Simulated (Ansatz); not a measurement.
# FHOS₂W: a ladder of functionals and wavefunction methods

An exercise on one series of results from a longer session: the logs are not shown, and one member is left open.

Method: functionals in def2-TZVPP, the program's frozen cores in correlated methods; program: Ansatz 0.2.0, Gaussian basis.

Levels to be run: LDA (SPW92), PBE-D4, revPBE-D4, BLYP-D4, r2SCAN-D4, B97M-V, PBE0-D4, B3LYP-D4, r2SCANh-D4, r2SCAN0-D4, HSE06-D4, BHLYP-D4, CAM-B3LYP-D4, LC-ωPBE, ωB97X-V, ωB97M-V, B2PLYP, PBE-QIDH; CCSD(T)/def2-SVP; CCSD(T)/def2-TZVPP; MP2/def2-QZVPP; extrapolation to the limit; RPA on PBE.

### Structure used throughout

An earlier PBE0-D4 in a triple-zeta def2 set relaxation fixed the geometry. W takes the def2 core potential; no spin-orbit term is included.

SMILES `[OH][W]([F])(=[S])=[S]`, 6 atoms, charge 0, spin multiplicity 1.

Atoms are counted from 1 here; the program's logs count them from 0.

Bond lengths: O1–W2 1.862 Å, O1–H6 0.962 Å, W2–F3 1.849 Å, W2–S4 2.118 Å, W2–S5 2.119 Å. Angles: W2–O1–H6 123.6°, O1–W2–F3 111.2°, O1–W2–S4 109.6°, O1–W2–S5 108.1°, F3–W2–S4 109.4°, F3–W2–S5 109.5°, S4–W2–S5 109.1°.

Set-up of the first run:

The input, in.yaml:

```yaml
crystal:
  periodic: [false, false, false]
  atoms:
    - {symbol: O, position_ang: [-0.741083, 0.824805, -1.003159]}
    - {symbol: W, position_ang: [0.191435, -0.060679, 0.343420]}
    - {symbol: F, position_ang: [-0.708332, 0.036888, 1.955526]}
    - {symbol: S, position_ang: [0.452917, -2.092447, -0.192821]}
    - {symbol: S, position_ang: [2.093078, 0.853817, 0.537113]}
    - {symbol: H, position_ang: [-1.245914, 0.373617, -1.686178]}
basis:
  gaussian: {orbitals: def2-TZVPP}
hamiltonian: {xc: lda}
output: {orbitals: {seedname: orbitals}}
```

The run is started by

```console
$ ansatz run in.yaml --threads 4 --pin off --events-out ev --progress --plain --max-ram 10444MiB
```

Among the steps run: LDA; PBE-D4 (GGA); revPBE-D4 (GGA); BLYP-D4 (GGA); r2SCAN-D4 (meta-GGA); B97M-V (meta-GGA); PBE0-D4 (hybrid); B3LYP-D4 (hybrid); r2SCANh-D4 (hybrid); r2SCAN0-D4 (hybrid); HSE06-D4 (hybrid); BHLYP-D4 (hybrid); CAM-B3LYP-D4 (range-separated); LC-ωPBE (range-separated); ωB97X-V (range-separated); ωB97M-V (range-separated); B2PLYP (double hybrid); PBE-QIDH (double hybrid).

One table of the session follows, with a row left open; its other results are not shown here.

It belongs to the step «Orbital energies across the functionals». 

```
  functional  HOMO (eV)  LUMO (eV)  gap (eV)
 LDA (SPW92)      -6.55      -3.69      2.86
      PBE-D4      -6.39      -3.50      2.88
   revPBE-D4      -6.32      -3.44      2.89
     BLYP-D4      -6.20      -3.36      2.84
   r2SCAN-D4      -6.67      -3.50      3.18
      B97M-V      -6.71      -3.41      3.29
     PBE0-D4      -7.51      -2.85      4.66
    B3LYP-D4      -7.26      -3.00      4.26
  r2SCANh-D4      -7.08      -3.24      3.84
  r2SCAN0-D4      -7.69      -2.84      4.85
    HSE06-D4      -7.12      -3.22      3.90
    BHLYP-D4      -8.46      -2.00      6.45
CAM-B3LYP-D4          ?          ?         ?
     LC-ωPBE      -9.96      -0.80      9.16
     ωB97X-V      -9.63      -0.82      8.80
     ωB97M-V      -9.46      -0.82      8.65
```

Q: Estimate the row for CAM-B3LYP-D4 from the others.

As computed: HOMO (eV): -8.68; LUMO (eV): -1.80; gap (eV): 6.88. In the column «HOMO (eV)» it lies between ωB97M-V (-9.46) and BHLYP-D4 (-8.46).
